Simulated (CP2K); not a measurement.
GaSb3 under changes of volume

One of the cells (25.960 Å³/atom); the others are scaled copies at fixed shape and fractional positions:

```
CELL_PARAMETERS angstrom
5.27586 0.00000 0.00000
2.63793 4.56903 0.00000
2.63793 1.52301 4.30772
ATOMIC_POSITIONS crystal
Sb 0.50000 0.50000 0.50000
Sb 0.75000 0.75000 0.75000
Sb 0.25000 0.25000 0.25000
Ga 0.00000 0.00000 0.00000
```

The cell comes from a database or a generator and needn't be the stable form of this composition.

```yaml
Program: CP2K 2026.2
Functional: PBE
Potentials_or_basis: POTENTIAL_UZH Sb GTH-PBE-q5, Ga GTH-PBE-q13; TZVP-MOLOPT-PBE-GTH basis
Density_cutoff: 6123 eV
k_mesh: 6 × 6 × 6
Occupations: fermi-dirac, width 0.05 eV
Spin: no spin polarisation
```

```csv
volume (Å³/atom),energy over the lowest point (meV/atom),pressure (GPa)
24.402,?,?
24.922,10.76,2.8
25.441,3.84,1.6
25.960,0.35,0.6
26.479,0.00,-0.4
26.998,2.55,-1.3
27.518,7.85,-2.1
```

Problem. What does the run at 24.402 Å³/atom give?

Solution. Energy over the lowest point 21.67 meV/atom; pressure 4.1 GPa.

Worked out: A Birch-Murnaghan fit of order 3 (a polynomial in V^(-2/3)) to the other rows has its minimum at 26.28 Å³/atom with B0 = V·E''(V) = 47 GPa and B' = 2.9. It gives 21.36 meV/atom at 24.402 Å³/atom, against the run's 21.67, and -dE/dV = 3.9 GPa, against 4.1.

Energies are extrapolated to zero smearing.

Caveats: the basis of atomic orbitals isn't converged, which shifts pressures, moduli and gaps; the real-space grid breaks the cell's symmetry a little (some runs).
